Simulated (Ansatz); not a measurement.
# AlB2Ru2: the cost of one run

Program: Ansatz 0.2.0. Level of theory: DFT PBE, scalar-relativistic, plane waves, PAW. These are calculated values, not measurements.

**1. The system as given**

Symmetry: P6mm, No. 183, hexagonal system. The conventional cell has a = 3.243 Å, b = 3.243 Å, c = 6.984 Å, α = 90.00°, β = 90.00°, γ = 120.00°. Al (site symmetry 6mm) has 1 Ru at 2.37 Å in its first shell of neighbours. Around B (site symmetry 3m) lie 3 B at 1.87 Å and 3 Ru at 1.88 Å. Around Ru (site symmetry 6mm) lie 1 Ru at 1.56 Å and 6 B at 1.88 Å. Ru (site symmetry 6mm) has 1 Ru at 1.56 Å in its first shell of neighbours.

As a file:

```cif
data_structure
_symmetry_space_group_name_H-M 'P 1'
_symmetry_Int_Tables_number 1
_cell_length_a 3.2434
_cell_length_b 3.2434
_cell_length_c 6.9835
_cell_angle_alpha 90.000
_cell_angle_beta 90.000
_cell_angle_gamma 120.000
_cell_volume 63.62
loop_
_atom_site_label
_atom_site_type_symbol
_atom_site_fract_x
_atom_site_fract_y
_atom_site_fract_z
_atom_site_occupancy
Al1 Al 0.00000 0.00000 0.03852 1
B1 B 0.33333 0.66667 0.62411 1
B2 B 0.66667 0.33333 0.62411 1
Ru1 Ru 0.00000 0.00000 0.60236 1
Ru2 Ru 0.00000 0.00000 0.37845 1
```

A structure generator made this guess: random cell by space group and Wyckoff sites (P6mm, No. 183). Its size is a rough estimate.

**2. Probe: one point on a coarse mesh**

Contents of input.yaml:

```yaml
crystal:
  lattice:
    - [3.24336279, 0.0, 0.0]
    - [-1.6216814, 2.80883457, 0.0]
    - [0.0, 0.0, 6.98353584]
  atoms:
    - { symbol: Al, position: [0.0, 0.0, 0.03851965] }
    - { symbol: B, position: [0.33333333, 0.66666667, 0.62410707] }
    - { symbol: B, position: [0.66666667, 0.33333333, 0.62410707] }
    - { symbol: Ru, position: [0.0, 0.0, 0.60235587] }
    - { symbol: Ru, position: [0.0, 0.0, 0.37845003] }
basis:
  ecutwfc: 420
kpoints:
  mp_grid: { grid: [6, 6, 4] }
hamiltonian:
  xc: pbe
scf:
  occupations: { method: gaussian, width: 0.1 }
  lower_state_search: "off"
output:
  forces: true
  stress: true
  eigenvalues: true
```

The run is started by

```sh
$ ansatz run input.yaml --threads 1 --pin off --max-ram 2560MiB --backend cpu --events-out ev --progress --plain --runs-dir out
```

What time and memory should one allow on 1 thread of Intel Xeon at 2.50GHz (Skylake/Cascade Lake), shared host?

About 8 s, with a peak of 0.37 GiB.
